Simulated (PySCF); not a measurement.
# NaCa at other levels of theory

Aim: see what other levels and later steps give for NaCa.

Method: each script names its method and basis; program: PySCF 2.14.0.

3 further runs of the same task are left out: 3 that didn't finish.

## 1. The starting structure

NaCa: 2 atoms, charge 0, spin multiplicity 2.

Bond lengths: Na1–Ca2 2.849 Å.

## 2. Base script

input.py

```python
from pyscf import gto, scf, mp

mol = gto.M(
    atom='Na 0 0 0; Ca 0 0 2.849',
    basis='cc-pvdz',
    charge=0,
    spin=1,
    symmetry=True,
    verbose=4,
)
mf = scf.UHF(mol)
mf.kernel()
mp.MP2(mf, frozen=6).kernel()
mf.dip_moment()
print('orbital energies (hartree):', [e[max(0, n-3):n+3].round(4) for e, n in zip(mf.mo_energy, mol.nelec)])
```

Run with:

```sh
OMP_NUM_THREADS=1 python input.py
```

## 3. Frozen orbitals 15

Run 1 changes frozen orbitals: 6 → 15.

Edit input.py of step 2 so:

```diff
@@ -12,3 +12,3 @@
 mf.kernel()
-mp.MP2(mf, frozen=6).kernel()
+mp.MP2(mf, frozen=15).kernel()
 mf.dip_moment()
```

## 4. Lc_wpbe (UKS)

Run 2 changes functional: none (Hartree–Fock) → lc_wpbe; SCF type: UHF → UKS; step after the SCF: mp2 → analyze.

input.py

```python
from pyscf import gto, dft

mol = gto.M(
    atom='Na 0 0 0; Ca 0 0 2.849',
    basis='cc-pvdz',
    charge=0,
    spin=1,
    symmetry=True,
    verbose=4,
)
mf = dft.UKS(mol, xc='lc_wpbe')
mf.kernel()
mf.analyze()
print('orbital energies (hartree):', [e[max(0, n-3):n+3].round(4) for e, n in zip(mf.mo_energy, mol.nelec)])
```

## 5. M06 (UKS)

Run 3 changes functional: none (Hartree–Fock) → m06; SCF type: UHF → UKS; step after the SCF: mp2 → analyze.

input.py

```python
from pyscf import gto, dft

mol = gto.M(
    atom='Na 0 0 0; Ca 0 0 2.849',
    basis='cc-pvdz',
    charge=0,
    spin=1,
    symmetry=True,
    verbose=4,
)
mf = dft.UKS(mol, xc='m06')
mf.kernel()
mf.analyze()
print('orbital energies (hartree):', [e[max(0, n-3):n+3].round(4) for e, n in zip(mf.mo_energy, mol.nelec)])
```

## 6. SCF alone

Run 4 changes step after the SCF: mp2 → none.

Edit input.py of step 2 so:

```diff
@@ -1,2 +1,2 @@
-from pyscf import gto, scf, mp
+from pyscf import gto, scf
 
@@ -12,3 +12,2 @@
 mf.kernel()
-mp.MP2(mf, frozen=6).kernel()
 mf.dip_moment()
```

**Question.** What will these runs give? Wanted: for each run, E(SCF); from base; gap, α spin; SCF dipole; after the SCF.

**Answer**, as computed:

```
               run  E(SCF) (hartree)  from base (eV)  cycles  gap, α spin (eV)  SCF dipole (D)                           after the SCF
              base       -838.579990               0      13              4.59            1.13  MP2 correlation -3.055 eV, core frozen
frozen orbitals 15       -838.579990  not comparable      13              4.59            1.13                                     n/a
     lc_wpbe (UKS)       -839.588136  not comparable      13              4.64            2.06                                     n/a
         m06 (UKS)       -839.786375  not comparable      10              1.54            1.73                                     n/a
         SCF alone       -838.579990          0.0000      13              4.59            1.13                                     n/a
```

What this shows: A lower total energy from another functional means nothing by itself. The dearest run is “lc_wpbe (UKS)”, at 6.1 s against 1.1 s. Rows marked «poor choice» come from settings spoiled on purpose.
